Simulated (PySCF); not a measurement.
# Os3 (Os3-): the cost of one run

Method: PBE0, Os def2-SVP with ECP60; scalar-relativistic core potentials, no spin–orbit coupling; program: PySCF 2.14.0.

5 further runs of the same task are left out: 2 for a known fault of the program, 3 that didn't finish.

### 1 Starting geometry

3 atoms, charge -1, spin multiplicity 2.

Bond lengths: Os1–Os2 2.271 Å, Os2–Os3 2.217 Å. Angles: Os1–Os2–Os3 180.0°.

As a file:

```
Os    0.0000    0.0000    2.2532
Os    0.0000    0.0000   -0.0179
Os    0.0000    0.0000   -2.2353
```

An earlier session relaxed this geometry at PBE0, Os def2-SVP with ECP60 (doublet, point group D∞h).

Its energy there is -271.891283 Eh.

### 2 Multiplicity 4 at the relaxed geometry

run.py (the lines that set the calculation) reads:

```python
mol = gto.M(atom='''
Os     0.00000     0.00000     2.25323
Os     0.00000     0.00000    -0.01794
Os     0.00000     0.00000    -2.23529''',
    basis={'Os': 'def2-SVP'},
    ecp={'Os': 'def2-SVP'},
    charge=-1, spin=3)
mf = dft.UKS(mol, xc='PBE0')
mf.grids.atom_grid = (50, 194)
mf = mf.density_fit()  # fitting sets: Os def2-universal-JKFIT
mf.conv_tol = 1e-08; mf.max_cycle = 55
mf.kernel(dm0)  # dm0: free metal ions and neutral atoms
```

Started as:

```console
$ OMP_NUM_THREADS=2 python run.py
```

**Question.** How long does this run take on 2 threads of Intel Xeon at 2.70GHz, shared host?

About 4.5 s.
